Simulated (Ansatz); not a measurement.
**CH4SSeSi: one species, many methods**

How much do the methods differ for CH4SSeSi? The plan is to run it at one geometry with functionals of several rungs and with coupled cluster, and see how far each lands from CCSD(T) at the basis-set limit for the atomisation energy.

Method: functionals in def2-TZVPP, the program's frozen cores in correlated methods; program: Ansatz 0.2.0, Gaussian basis.

Levels to be run: LDA (SPW92), PBE-D4, revPBE-D4, BLYP-D4, r2SCAN-D4, B97M-V, PBE0-D4, B3LYP-D4, r2SCANh-D4, r2SCAN0-D4, HSE06-D4, BHLYP-D4, CAM-B3LYP-D4, LC-ωPBE, ωB97X-V, ωB97M-V, B2PLYP, PBE-QIDH; CCSD(T)/def2-SVP; CCSD(T)/def2-TZVPP; MP2/def2-QZVPP; extrapolation to the limit; RPA on PBE.

### Step 1. The relaxed structure

The geometry comes from an earlier relaxation with PBE0-D4 in a triple-zeta def2 set; it is a stationary point, not always the lowest conformer.

SMILES `C1S[SiH2][Se]1`, 8 atoms, charge 0, spin multiplicity 1.

Atoms are counted from 1 here; the program's logs count them from 0.

Bond lengths: C1–S2 1.826 Å, C1–Se4 1.978 Å, C1–H5 1.088 Å, C1–H6 1.088 Å, S2–Si3 2.134 Å, Si3–Se4 2.273 Å, Si3–H7 1.486 Å, Si3–H8 1.486 Å. Angles: S2–C1–Se4 106.4°, S2–C1–H5 110.4°, S2–C1–H6 110.4°, Se4–C1–H5 109.5°, Se4–C1–H6 109.5°, H5–C1–H6 110.6°, C1–S2–Si3 86.7°, S2–Si3–Se4 87.4°, S2–Si3–H7 114.9°, S2–Si3–H8 114.9°, Se4–Si3–H7 115.6°, Se4–Si3–H8 115.6°, H7–Si3–H8 107.6°, C1–Se4–Si3 79.5°.

Coordinates:

```mol
CH4SSeSi
  3D, bonds by distance, orders not assigned

  8  8  0  0  0  0  0  0  0  0999 V2000
   -0.6383    1.1337   -0.4027 C   0  0
    0.5327    0.9265    0.9827 S   0  0
    0.6646   -1.1227    0.4019 Si  0  0
   -0.8074   -0.6400   -1.2613 Se  0  0
   -0.2498    1.8505   -1.1227 H   0  0
   -1.6102    1.4524   -0.0325 H   0  0
    2.0129   -1.5629   -0.0411 H   0  0
    0.1876   -2.0945    1.4198 H   0  0
  1  2  8  0
  2  3  8  0
  3  4  8  0
  1  5  8  0
  1  6  8  0
  3  7  8  0
  3  8  8  0
  1  4  8  0
M  END
```

### Step 2. LDA

This LDA is Slater exchange with PW92 correlation.

Contents of in.yaml:

```yaml
crystal:
  periodic: [false, false, false]
  atoms:
    - {symbol: C, position_ang: [-0.638279, 1.133668, -0.402708]}
    - {symbol: S, position_ang: [0.532674, 0.926498, 0.982734]}
    - {symbol: Si, position_ang: [0.664592, -1.122703, 0.401911]}
    - {symbol: Se, position_ang: [-0.807399, -0.640036, -1.261321]}
    - {symbol: H, position_ang: [-0.249805, 1.850475, -1.122731]}
    - {symbol: H, position_ang: [-1.610152, 1.452365, -0.032503]}
    - {symbol: H, position_ang: [2.012892, -1.562917, -0.041115]}
    - {symbol: H, position_ang: [0.187577, -2.094450, 1.419832]}
basis:
  gaussian: {orbitals: def2-TZVPP}
hamiltonian: {xc: lda}
output: {orbitals: {seedname: orbitals}}
```

Further steps of the session: PBE-D4 (GGA); revPBE-D4 (GGA); BLYP-D4 (GGA); r2SCAN-D4 (meta-GGA); B97M-V (meta-GGA); PBE0-D4 (hybrid); B3LYP-D4 (hybrid); r2SCANh-D4 (hybrid); r2SCAN0-D4 (hybrid); HSE06-D4 (hybrid); BHLYP-D4 (hybrid); CAM-B3LYP-D4 (range-separated); LC-ωPBE (range-separated); ωB97X-V (range-separated); ωB97M-V (range-separated); B2PLYP (double hybrid); PBE-QIDH (double hybrid); CCSD(T) in def2-SVP; CCSD(T) in def2-TZVPP; MP2 in def2-QZVPP; RPA on PBE orbitals.

**Question.** What will the summary of the whole plan be? Wanted: atomisation energy, CCSD(T)/CBS; farthest beyond LDA; mean size of error, GGA; mean size of error, meta-GGA; mean size of error, hybrid; mean size of error, range-separated; mean size of error, double hybrid; gap, smallest and largest; T1 diagnostic.

As calculated:

| quantity | value |
| --- | --- |
| atomisation energy, CCSD(T)/CBS | 2626.6 kJ/mol |
| functionals within 26.3 kJ/mol (1.0 %) | revPBE-D4, r2SCAN-D4, B97M-V, PBE0-D4, r2SCANh-D4, HSE06-D4, ωB97X-V, ωB97M-V, PBE-QIDH |
| farthest beyond LDA | BHLYP-D4 (-92.4 kJ/mol) |
| mean size of error, GGA | 33.2 kJ/mol |
| mean size of error, meta-GGA | 3.4 kJ/mol |
| mean size of error, hybrid | 28.5 kJ/mol |
| mean size of error, range-separated | 24.3 kJ/mol |
| mean size of error, double hybrid | 39.1 kJ/mol |
| gap, smallest and largest | 3.49 eV (LDA (SPW92)), 10.49 eV (LC-ωPBE) |
| T1 diagnostic | 0.0103 |
| triples share of the correlation energy | 4.4 % |

**Reading.** LDA overbinds by 380.2 kJ/mol (14 %). PBE-D4 misses by +35.9 kJ/mol. Double hybrids carry the basis error of their MP2 part in triple zeta, and no dispersion term here, so their miss is partly the set-up's. The rungs meta-GGA, range-separated miss on average by less than the doubt on the reference (26.3 kJ/mol), so they tie. The reference freezes the cores and leaves out relativity and excitations past (T), and its outer-core shells are covered unevenly, so misses under about 26.3 kJ/mol can't be ranked. All levels share the lack of spin-orbit coupling, which lowers the free heavy atoms and so the true binding. Hartree-Fock recovers 70 % of the binding; the rest is correlation. CCSD(T) in def2-SVP is off by -227.2 kJ/mol, which most functionals beat. The gap grows from 3.5 to 10.5 eV across the functionals, mostly with the share of exact exchange. Correlated methods include outer-core shells of Se, which these sets cover unevenly.
